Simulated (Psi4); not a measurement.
# TlI (thallium iodide): a first try and a second

Aim: a single-point energy of TlI (thallium iodide) at QCISD/def2-SVP (core potential).

Program for the calculation: Psi4 1.11.

4 further runs of the same task are left out: 3 that didn't finish, 1 set aside as unsound or not needed.

### 1 The molecule

The species is TlI (2 atoms), meant as a singlet with charge 0. As SMILES, `[I][Tl]`. The shape comes from GFN2-xTB, which is rough for such elements, and wasn't checked as a minimum.

Bond lengths: I1–Tl2 2.824 Å.

### 2 Try one

The input, job.py:

```python
import psi4

psi4.set_memory('1600 MB')
psi4.set_num_threads(1)
psi4.set_output_file('output.dat', False)

molecule = psi4.geometry("""
0 1
I      0.000000     0.000000     0.000000
Tl     0.000000     0.000000     2.824060
units bohr
symmetry c1
""")

psi4.set_options({
    'scf_type': 'pk',
    'num_frozen_docc': 8,
    'maxiter': 60,
})

result = psi4.energy('qcisd/def2-SVP')
print(f'qcisd/def2-SVP energy: {result:.10f} Eh')
```

Started as:

```console
$ python job.py
```

output.dat:

```text
[...]
    !!!  WARNING: ECP capability is in beta. Please check occupations closely.  !!!
[...]
  Running in c1 symmetry.
[...]
  Nuclear repulsion =  185.902565809508303
[...]
  Multiplicity = 1
[...]
  Nalpha       = 23
  Nbeta        = 23
[...]
    Number of basis functions: 52
[...]
   @RHF iter   1:  -465.99866704564050   -6.98774e-01   8.16006e-03 ADIIS/DIIS
[...]
   @RHF iter  12:  -466.10506325508248   -4.49063e-12   6.13003e-09 DIIS
[...]
    Orbital Energies [Eh]
    ---------------------
    Doubly Occupied:
       1A     -7.962564     2A     -5.957855     3A     -5.789693
       4A     -5.777781     5A     -5.777781     6A     -3.798199
       7A     -3.653794     8A     -3.653794     9A     -2.533012
      10A     -2.531870    11A     -2.531870    12A     -2.457071
      13A     -2.457071    14A     -1.194478    15A     -1.104014
      16A     -1.104014    17A     -0.990488    18A     -0.990488
      19A     -0.938130    20A     -0.553544    21A     -0.476855
      22A     -0.476855    23A     -0.219283
[...]
  @RHF Final Energy:  -466.10506325508248
   => Energetics <=
    Nuclear Repulsion Energy =            185.9025658095083031
    One-Electron Energy =               -1178.1542536542146991
    Two-Electron Energy =                 526.1466245896239116
    Total Energy =                       -466.1050632550824275
[...]
 Multipole Moments:
 ------------------------------------------------------------------------------------
     Multipole            Electronic (a.u.)      Nuclear  (a.u.)        Total (a.u.)
 ------------------------------------------------------------------------------------
 L = 1.  Multiply by 2.5417464519 to convert [e a0] to [Debye]
 Dipole X            :          0.0000001            0.0000000            0.0000001
 Dipole Y            :          0.0000000            0.0000000            0.0000000
 Dipole Z            :         19.3929356          -20.9275111           -1.5345756
 Magnitude           :                                                    1.5345756
[...]
      * MP2 total energy:                   -466.293790743027
[...]
      * MP3 total energy:                   -466.301175168050
[...]
      * QCISD total energy:                 -466.304447788764
[...]
```

Standard output:

```text
qcisd/def2-SVP energy: -466.3044477888 Eh
```

It took 4.5 s on 1 thread of Intel Xeon 6975P-C (Granite Rapids), shared host; peak memory 0.23 GiB.

### 3 Reading the log

The program ended normally, but the settings are unsound, so its numbers aren't properties of the molecule.

What is wrong: the coordinates are read in the wrong unit, so the molecule is scaled by the ratio of bohr to ångström. As the program read them, the closest atoms are 1.49 Å apart, against 2.82 Å in the sound input.

### 4 The mended input

The input, itl.xyz:

```xyz
2
ITl
I      0.000000     0.000000     0.000000
Tl     0.000000     0.000000     2.824060
```

The input, job.py:

```python
import psi4

psi4.set_memory('1600 MB')
psi4.set_num_threads(1)
psi4.set_output_file('psi4.out', False)

with open('itl.xyz') as f:
    atoms = ''.join(f.readlines()[2:])
m = psi4.geometry('0 1\n' + atoms + 'symmetry c1')

psi4.set_options({
    'scf_type': 'pk',
    'num_frozen_docc': 8,
})

result = psi4.energy('qcisd/def2-SVP')
print(f'total energy {result:.8f} hartree = {result * 27.211386:.5f} eV')
for k, v in sorted(psi4.core.scalar_variables().items()):
    print(f'{k:45s} {v:18.10f}')
```

Started as:

```console
$ python job.py
```

psi4.out:

```text
[...]
    !!!  WARNING: ECP capability is in beta. Please check occupations closely.  !!!
[...]
  Running in c1 symmetry.
[...]
  Nuclear repulsion =   98.375401231471741
[...]
  Multiplicity = 1
[...]
  Nalpha       = 23
  Nbeta        = 23
[...]
    Number of basis functions: 52
[...]
   @RHF iter   1:  -468.07099635081420   -4.50003e+00   9.55583e-03 DIIS/ADIIS
[...]
   @RHF iter  11:  -468.25399958928097   -2.04636e-12   3.55200e-09 DIIS
[...]
    Orbital Energies [Eh]
    ---------------------
    Doubly Occupied:
       1A     -7.684423     2A     -5.676622     3A     -5.535420
       4A     -5.531425     5A     -5.531425     6A     -3.503180
       7A     -3.503180     8A     -3.498734     9A     -2.229745
      10A     -2.227999    11A     -2.227999    12A     -2.224054
      13A     -2.224054    14A     -0.890165    15A     -0.878804
      16A     -0.878804    17A     -0.874213    18A     -0.874213
      19A     -0.824898    20A     -0.499663    21A     -0.339312
      22A     -0.339312    23A     -0.322106
[...]
  @RHF Final Energy:  -468.25399958928097
   => Energetics <=
    Nuclear Repulsion Energy =             98.3754012314717414
    One-Electron Energy =               -1016.6192992190127597
    Two-Electron Energy =                 449.9898983982600384
    Total Energy =                       -468.2539995892809657
[...]
 Multipole Moments:
 ------------------------------------------------------------------------------------
     Multipole            Electronic (a.u.)      Nuclear  (a.u.)        Total (a.u.)
 ------------------------------------------------------------------------------------
 L = 1.  Multiply by 2.5417464519 to convert [e a0] to [Debye]
 Dipole X            :          0.0000001            0.0000000            0.0000001
 Dipole Y            :          0.0000000            0.0000000            0.0000000
 Dipole Z            :         41.4517775          -39.5472645            1.9045130
 Magnitude           :                                                    1.9045130
[...]
      * MP2 total energy:                   -468.435115656087
[...]
      * MP3 total energy:                   -468.448851107140
[...]
      * QCISD total energy:                 -468.453172406612
[...]
```

Wall time 4.2 s (1 thread of Intel Xeon 6975P-C (Granite Rapids), shared host); peak memory 0.23 GiB.

### 5 Results

At QCISD/def2-SVP (core potential):

| quantity | value |
| --- | --- |
| total energy | -468.45317 Eh |
| HOMO energy (Hartree–Fock orbitals) | -8.76 eV |
| LUMO energy (Hartree–Fock orbitals) | 0.43 eV |
| HOMO–LUMO gap (Hartree–Fock orbitals) | 9.20 eV |
| correlation energy (8 core orbitals frozen) | -199.2 mEh |
| T1 diagnostic | 0.011 |

What this shows: The first attempt's energy was +58.470 eV off this one.
